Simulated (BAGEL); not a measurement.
# AlPH3F3 (Al(PF3)H3) at HF/cc-pVDZ (density fitting with qzvpp-jkfit)

Aim: the energy change on altering one bond length of AlPH3F3 (Al(PF3)H3) at HF/cc-pVDZ (density fitting with qzvpp-jkfit), from 2 runs. 

Program for the calculation: BAGEL 1.2.2.

2 further runs of the same task are left out: 1 that didn't finish, 1 set aside as unsound or not needed.

**1. The molecule**

AlPH3F3: 8 atoms, total charge 0, spin state singlet. SMILES: `[H][Al]([H])([H])<-[P](F)(F)F`. Geometry: a GFN2-xTB relaxation, a rough one for these elements and not checked as a minimum.

Bond lengths: Al1–P2 2.534 Å, P2–F3 1.584 Å, P2–F4 1.582 Å, P2–F5 1.581 Å, Al1–H6 1.563 Å, Al1–H7 1.561 Å, Al1–H8 1.561 Å. Some angles: Al1–P2–F3 123.8°, Al1–P2–F4 121.4°, Al1–P2–F5 119.9°, F3–P2–F4 94.8°, F3–P2–F5 94.9°, F4–P2–F5 94.9°, P2–Al1–H6 92.5°, P2–Al1–H7 93.3°, P2–Al1–H8 93.1°, H6–Al1–H7 119.7°.

**2. A single-point energy at HF/cc-pVDZ (density fitting with qzvpp-jkfit)**

Input file job.json:

```json
{ "bagel" : [

{
  "title" : "molecule",
  "basis" : "cc-pvdz.json",
  "df_basis" : "qzvpp-jkfit",
  "angstrom" : true,
  "geometry" : [
    { "atom" : "Al", "xyz" : [   -0.001780,    0.003780,   -1.548500 ] },
    { "atom" : "P", "xyz" : [   -0.017700,    0.006600,    0.985310 ] },
    { "atom" : "F", "xyz" : [   -1.336360,    0.090620,    1.859070 ] },
    { "atom" : "F", "xyz" : [    0.760270,    1.107170,    1.813670 ] },
    { "atom" : "F", "xyz" : [    0.593410,   -1.216990,    1.778500 ] },
    { "atom" : "H", "xyz" : [    1.559130,   -0.035690,   -1.607090 ] },
    { "atom" : "H", "xyz" : [   -0.745240,    1.372760,   -1.645700 ] },
    { "atom" : "H", "xyz" : [   -0.811720,   -1.328260,   -1.635260 ] }
  ]
},
{
  "title" : "hf"
},
{
  "title" : "print",
  "file" : "orbitals.molden",
  "orbitals" : true
}

]}
```

The basis set cc-pVDZ is read from a file made from the Basis Set Exchange's data (not shown).

The run is started by

```console
BAGEL_NUM_THREADS=1 BAGEL job.json > job.out
```

Log:

```text
* using 1 threads per process

  ===============================================================
  ===============================================================

  *** Geometry ***

  { "atom" : "Al", "xyz" : [     -0.003364,      0.007143,     -2.926241 ] },
  { "atom" : "P", "xyz" : [     -0.033448,      0.012472,      1.861966 ] },
  { "atom" : "F", "xyz" : [     -2.525354,      0.171247,      3.513133 ] },
  { "atom" : "F", "xyz" : [      1.436702,      2.092248,      3.427340 ] },
  { "atom" : "F", "xyz" : [      1.121382,     -2.299778,      3.360878 ] },
  { "atom" : "H", "xyz" : [      2.946329,     -0.067444,     -3.036960 ] },
  { "atom" : "H", "xyz" : [     -1.408299,      2.594140,     -3.109922 ] },
  { "atom" : "H", "xyz" : [     -1.533928,     -2.510048,     -3.090194 ] },

  Number of auxiliary basis functions:      541

  Since a DF basis is specified, we compute 2- and 3-index integrals:
    o Being stored without compression. Storage requirement is 0.037 GB

  Number of basis functions:       93
  Number of electrons      :       58

    * METHOD: MOLECULE                             0.29

  *** RHF ***

  === Nuclear Repulsion ===
   315.0004491031

      * DIIS with orbital gradients will be used.

  === RHF iteration (cc-pvdz.json) ===
      0       -882.46025875          0.01738374           0.12
      1       -882.65145909          0.01143501           0.12
      2       -882.76702153          0.00087426           0.12
      3       -882.76836847          0.00026226           0.12
      4       -882.76846497          0.00004459           0.12
      5       -882.76847035          0.00001095           0.12
      6       -882.76847064          0.00000301           0.12
      7       -882.76847066          0.00000136           0.12
      8       -882.76847066          0.00000036           0.12
      9       -882.76847066          0.00000008           0.12
     10       -882.76847066          0.00000003           0.12
     11       -882.76847066          0.00000001           0.12
    * SCF iteration converged.

    * Permanent dipole moment:
           (    0.030285,    -0.014260,     0.072542) a.u.

    * METHOD: HF                                   1.67

    * METHOD: PRINT                                0.02

  ===============================================================
```

It took 2.1 s on 1 thread of Arm Neoverse V2, shared host; peak memory 0.15 GiB.

**3. The distorted shape at the same level**

Input file input.json:

```json
{ "bagel" : [

{
  "title" : "molecule",
  "basis" : "cc-pvdz.json",
  "df_basis" : "qzvpp-jkfit",
  "angstrom" : true,
  "geometry" : [
    { "atom" : "Al", "xyz" : [       0.221249,      -0.406897,      -1.519341 ] },
    { "atom" : "P", "xyz" : [       0.205329,      -0.404077,       1.014469 ] },
    { "atom" : "F", "xyz" : [      -1.113331,      -0.320057,       1.888229 ] },
    { "atom" : "F", "xyz" : [       0.983299,       0.696493,       1.842829 ] },
    { "atom" : "F", "xyz" : [       0.816439,      -1.627667,       1.807659 ] },
    { "atom" : "H", "xyz" : [       1.782159,      -0.446367,      -1.577931 ] },
    { "atom" : "H", "xyz" : [      -0.745240,       1.372760,      -1.645700 ] },
    { "atom" : "H", "xyz" : [      -0.588691,      -1.738937,      -1.606101 ] }
  ]
},

{
  "title" : "hf"
},

{
  "title" : "print",
  "file" : "orbitals.molden",
  "orbitals" : true
}

]}
```

The basis set cc-pVDZ is read from a file made from the Basis Set Exchange's data (not shown).

The run is started by

```console
BAGEL_NUM_THREADS=1 BAGEL input.json > input.out
```

Log:

```text
* using 1 threads per process

  ===============================================================
  ===============================================================

  *** Geometry ***

  { "atom" : "Al", "xyz" : [      0.418100,     -0.768924,     -2.871138 ] },
  { "atom" : "P", "xyz" : [      0.388016,     -0.763595,      1.917069 ] },
  { "atom" : "F", "xyz" : [     -2.103891,     -0.604820,      3.568236 ] },
  { "atom" : "F", "xyz" : [      1.858166,      1.316181,      3.482442 ] },
  { "atom" : "F", "xyz" : [      1.542846,     -3.075845,      3.415980 ] },
  { "atom" : "H", "xyz" : [      3.367792,     -0.843511,     -2.981857 ] },
  { "atom" : "H", "xyz" : [     -1.408299,      2.594140,     -3.109922 ] },
  { "atom" : "H", "xyz" : [     -1.112465,     -3.286115,     -3.035091 ] },

  Number of auxiliary basis functions:      541

  Since a DF basis is specified, we compute 2- and 3-index integrals:
    o Being stored without compression. Storage requirement is 0.037 GB

  Number of basis functions:       93
  Number of electrons      :       58

    * METHOD: MOLECULE                             0.29

  *** RHF ***

  === Nuclear Repulsion ===
   313.5313254849

      * DIIS with orbital gradients will be used.

  === RHF iteration (cc-pvdz.json) ===
      0       -882.42830372          0.01741225           0.13
      1       -882.62027207          0.01153188           0.12
      2       -882.73796903          0.00086717           0.12
      3       -882.73939977          0.00026120           0.12
      4       -882.73950214          0.00004635           0.12
      5       -882.73950809          0.00001202           0.12
      6       -882.73950843          0.00000426           0.12
      7       -882.73950846          0.00000157           0.12
      8       -882.73950846          0.00000037           0.12
      9       -882.73950846          0.00000009           0.12
     10       -882.73950846          0.00000003           0.12
     11       -882.73950846          0.00000001           0.12
    * SCF iteration converged.

    * Permanent dipole moment:
           (   -0.163300,     0.343660,    -0.005277) a.u.

    * METHOD: HF                                   1.69

    * METHOD: PRINT                                0.02

  ===============================================================
```

It took 2.2 s on 1 thread of Arm Neoverse V2, shared host; peak memory 0.15 GiB.

**4. Outcome**

Level: HF/cc-pVDZ (density fitting with qzvpp-jkfit).

```
                                                          quantity          value
                                         first shape: total energy  -882.76847 Eh
                                        first shape: dipole moment         0.20 D
                                          first shape: HOMO energy      -11.94 eV
                                          first shape: LUMO energy        2.25 eV
                                        first shape: HOMO–LUMO gap       14.19 eV
                                     distorted shape: total energy  -882.73951 Eh
                                    distorted shape: dipole moment         0.97 D
                                      distorted shape: HOMO energy      -10.65 eV
                                      distorted shape: LUMO energy        1.89 eV
                                    distorted shape: HOMO–LUMO gap       12.54 eV
energy change with the Al1–H7 bond stretched from 1.561 to 2.029 Å       0.788 eV
```

**Reading.** With the Al1–H7 bond stretched from 1.561 to 2.029 Å the energy rises by 0.79 eV (18.2 kcal/mol). The first shape isn't relaxed at this level, so the change isn't measured from a minimum.
